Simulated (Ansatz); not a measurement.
# Mn3Si: the cost of one run

All numbers are computed with Ansatz 0.2.0 through its Python package. The levels of theory stand in the script.

### Step 1. The system

Symmetry: Fm-3m, No. 225, cubic system. Conventional cell: a = 5.722 Å, b = 5.722 Å, c = 5.722 Å, α = 90.00°, β = 90.00°, γ = 90.00°. Around Mn (site symmetry m-3m) lie 8 Mn at 2.48 Å. Mn (site symmetry -43m) has 4 Mn at 2.48 Å and 4 Si at 2.48 Å as nearest neighbours. Si (site symmetry m-3m) has 8 Mn at 2.48 Å as nearest neighbours.

No structure file is read: the coordinates are typed or built in the script.

### Step 2. The code

mn3si.py

```python
"""How the lattice of Mn3Si depends on the functional."""

import warnings

import ansatz as az
import numpy as np

def edges_and_angles(cell):
    cell = np.asarray(cell)
    a, b, c = np.linalg.norm(cell, axis=1)
    cosines = cell[1] @ cell[2] / (b * c), cell[0] @ cell[2] / (a * c), cell[0] @ cell[1] / (a * b)
    return (a, b, c, *np.degrees(np.arccos(cosines)))


def main() -> None:
    warnings.simplefilter("ignore", az.DeckWarning)

    vectors = np.array([
        [0.0, 2.861, 2.861],
        [2.861, 0.0, 2.861],
        [2.861, 2.861, 0.0],
    ])
    system = (
        az.Lattice.of(vectors)
        .atom("Mn", [0.5, 0.5, 0.5])
        .atom("Mn", [0.25, 0.25, 0.25])
        .atom("Mn", [0.75, 0.75, 0.75])
        .atom("Si", [0.0, 0.0, 0.0])
        .moments(Mn=2.8)
    )

    job = system.calculation()
    job = job.basis(39 * az.Ry, xc_grid=1)
    job = job.scf(tolerance=1e-07)
    job = job.kpoints(length=32)
    job = job.spin(az.SpinTreatment.COLLINEAR).occupations("cold", width=0.02)
    job = job.relax(cell=True, density_extrapolation="transplant")

    levels = [("pbesol", "d3bj"), ("r2scan", "none"), ("blyp", "d3bj")]
    print("level            a       b       c    alpha   beta  gamma  V/atom  steps")
    for name, dispersion in levels:
        seen = []
        run = job.functional(name, dispersion=dispersion).session().plan()
        res = run.execute(on_event=lambda e: seen.append(e) if e["event"] == "relax_step" else None)
        cell = res.lattice.cell_ang
        label = name if dispersion == "none" else f"{name}+{dispersion}"
        print("{:13s} {:7.4f} {:7.4f} {:7.4f} {:6.2f} {:6.2f} {:6.2f}".format(label, *edges_and_angles(cell)), f"{abs(np.linalg.det(cell)) / len(res.lattice.sites):7.3f} {len(seen):5d}")


if __name__ == "__main__":
    main()
```

### Step 3. Launch

On the command line:

```bash
$ python mn3si.py
```

What time and memory should one allow on 1 thread of Arm Neoverse V2, shared host?

About 4.8 min, with a peak of 0.6 GiB.
